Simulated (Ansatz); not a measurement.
# BClFH4N: the cost of one run

Method: RKS B3LYP-D4/def2-SVP, in Ansatz 0.2.0.

## Step 1: Starting point

Bond lengths: N2–H3 1.060 Å, N2–H4 1.060 Å, B1–H5 1.190 Å, B1–F6 1.320 Å, B1–Cl7 2.160 Å, N2–H8 1.151 Å, Cl7–H8 1.400 Å. Angles: H3–N2–H4 120.0°, H3–N2–H8 102.2°, H4–N2–H8 85.6°, H5–B1–F6 120.0°, H5–B1–Cl7 105.4°, F6–B1–Cl7 92.8°, B1–Cl7–H8 67.9°, N2–H8–Cl7 138.3°.

As a file:

```xyz
8

B     0.0000    0.0000    0.0000
N     0.0000    0.0000    1.9000
H    -0.8770   -0.2713    2.4300
H     0.8770    0.2713    2.4300
H     1.0305    0.0000   -0.5950
F    -1.1431    0.0000   -0.6600
Cl   -0.2702    2.0319    0.6811
H    -0.1503    1.1304    1.7450
```

## Step 2: Pulling towards end A

Springs on the bonds that form and break draw the guess towards this end; the thresholds are loose.

Input file input.yaml:

```yaml
crystal:
  periodic: [false, false, false]
  atoms:
    - { symbol: B, position_ang: [0.0, 0.0, 0.0] }
    - { symbol: "N", position_ang: [0.0, 0.0, 1.9] }
    - { symbol: H, position_ang: [-0.877, -0.2713, 2.43] }
    - { symbol: H, position_ang: [0.877, 0.2713, 2.43] }
    - { symbol: H, position_ang: [1.0305, 0.0, -0.595] }
    - { symbol: F, position_ang: [-1.1431, 0.0, -0.66] }
    - { symbol: Cl, position_ang: [-0.2702, 2.0319, 0.6811] }
    - { symbol: H, position_ang: [-0.1503, 1.1304, 1.745] }
basis:
  gaussian: { orbitals: def2-SVP }
hamiltonian:
  xc: b3lyp
  dispersion: d4
relax:
  f_tol: 0.15
  max_steps: 25
  restrain:
    - { distance: [0, 6], at: 3.06, k: 30.0 }
    - { distance: [7, 1], at: 2.26, k: 30.0 }
    - { distance: [0, 1], at: 1.55, k: 30.0 }
    - { distance: [7, 6], at: 1.37, k: 30.0 }
```

Started as:

```bash
> ansatz run input.yaml --threads 1 --pin off --max-ram 2048MiB --backend cpu --events-out ev --progress --plain --runs-dir out
```

What time and memory should one allow on 1 thread of Arm Neoverse V2, shared host?

About 31 s, with a peak of 0.15 GiB.
